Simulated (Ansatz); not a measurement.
# BTeH3O (SMILES OB[TeH]): functionals against CCSD(T) at one geometry

The atoms stand at a structure displaced at random from a GFN2-xTB minimum. How far do the functionals agree with CCSD(T) there?

Method: single points in def2-TZVPP; program: Ansatz 0.2.0, Gaussian basis.

Cores are frozen in the correlated methods. Filled d shells of the heavier atoms are correlated. Core potentials replace the inner electrons past krypton, and spin-orbit coupling is left out. B3LYP uses VWN-RPA correlation.

### 1 The system as given

SMILES `OB[TeH]`, 6 atoms, charge 0, spin multiplicity 1.

Atoms are counted from 1 here; the program's logs count them from 0.

Bond lengths: O1–B2 1.564 Å, O1–H4 0.759 Å, B2–Te3 2.019 Å, B2–H5 1.183 Å, Te3–H6 1.989 Å. Angles: B2–O1–H4 100.0°, O1–B2–Te3 124.2°, O1–B2–H5 89.6°, Te3–B2–H5 146.2°, B2–Te3–H6 88.3°.

Geometry (Å):

```xyz
6
BH3OTe
O    -0.9364   -0.2294   -1.3636
B     0.0962   -0.2590   -0.1891
Te   -0.0203    0.9081    1.4543
H    -1.2715    0.4374   -1.2273
H     0.7169   -1.0846   -0.7665
H     1.7994    0.2822    1.9573
```

### 2 CCSD(T)/def2-TZVPP

Contents of run/in.yaml:

```yaml
crystal:
  periodic: [false, false, false]
  atoms:
    - {symbol: O, position_ang: [-0.936400, -0.229400, -1.363600]}
    - {symbol: B, position_ang: [0.096200, -0.259000, -0.189100]}
    - {symbol: Te, position_ang: [-0.020300, 0.908100, 1.454300]}
    - {symbol: H, position_ang: [-1.271500, 0.437400, -1.227300]}
    - {symbol: H, position_ang: [0.716900, -1.084600, -0.766500]}
    - {symbol: H, position_ang: [1.799400, 0.282200, 1.957300]}
basis:
  gaussian: {orbitals: def2-TZVPP}
correlation: {method: ccsd_t}
output: {forces: true}
```

No record of the launch command was kept for these runs.

### 3 PBE0-D4/def2-TZVPP

run/in.yaml, as its differences from that of step 2:

```diff
@@ -11,3 +11,3 @@
   gaussian: {orbitals: def2-TZVPP}
-correlation: {method: ccsd_t}
-output: {forces: true}
+hamiltonian: {xc: pbe0, dispersion: d4}
+output: {forces: true, orbitals: {seedname: orbitals}}
```

### 4 wB97M-V/def2-TZVPP

run/in.yaml, as its differences from that of step 3:

```diff
@@ -11,3 +11,3 @@
   gaussian: {orbitals: def2-TZVPP}
-hamiltonian: {xc: pbe0, dispersion: d4}
-output: {forces: true, orbitals: {seedname: orbitals}}
+hamiltonian: {xc: {name: wB97M-V}}
+output: {forces: true}
```

### 5 r2SCAN-D4/def2-TZVPP

run/in.yaml, as its differences from that of step 4:

```diff
@@ -11,3 +11,3 @@
   gaussian: {orbitals: def2-TZVPP}
-hamiltonian: {xc: {name: wB97M-V}}
+hamiltonian: {xc: r2scan, dispersion: d4}
 output: {forces: true}
```

### 6 PBE-D4/def2-TZVPP

run/in.yaml, as its differences from that of step 5:

```diff
@@ -11,3 +11,3 @@
   gaussian: {orbitals: def2-TZVPP}
-hamiltonian: {xc: r2scan, dispersion: d4}
+hamiltonian: {xc: pbe, dispersion: d4}
 output: {forces: true}
```

### 7 B3LYP-D4/def2-TZVPP

run/in.yaml, as its differences from that of step 6:

```diff
@@ -11,3 +11,3 @@
   gaussian: {orbitals: def2-TZVPP}
-hamiltonian: {xc: pbe, dispersion: d4}
+hamiltonian: {xc: {name: B3LYP}, dispersion: d4}
 output: {forces: true}
```

### 8 r2SCAN0-D4/def2-TZVPP

run/in.yaml, as its differences from that of step 7:

```diff
@@ -11,3 +11,3 @@
   gaussian: {orbitals: def2-TZVPP}
-hamiltonian: {xc: {name: B3LYP}, dispersion: d4}
+hamiltonian: {xc: {name: r2SCAN0}, dispersion: d4}
 output: {forces: true}
```

(Steps that only read results are left out.)

**Question.** What will these runs give? Wanted: energy less free atoms, CCSD(T)/def2-TZVPP; RMS force component; RMS force error; HOMO and LUMO, PBE0-D4; T1 diagnostic.

As calculated:

```
                                  quantity                                                                                               value
energy less free atoms, CCSD(T)/def2-TZVPP                                                                                      -1585.6 kJ/mol
                       RMS force component                                                                7.589 to 7.779 eV/Å over the methods
                           RMS force error  PBE0-D4 0.081, wB97M-V 0.115, r2SCAN-D4 0.062, PBE-D4 0.225, B3LYP-D4 0.086, r2SCAN0-D4 0.201 eV/Å
                    HOMO and LUMO, PBE0-D4                                                                                  -7.43 and -2.42 eV
                             T1 diagnostic                                                                                               0.015
```

In words: Against CCSD(T) the functionals' energies less atoms differ by -104.3 to -14.4 kJ/mol, PBE-D4 by -104.3 kJ/mol. The reference is not at the basis limit: in triple zeta CCSD(T) underbinds, which counts against methods that bind more; the gaps are no ranking. For forces r2SCAN-D4 does best and PBE-D4 worst.
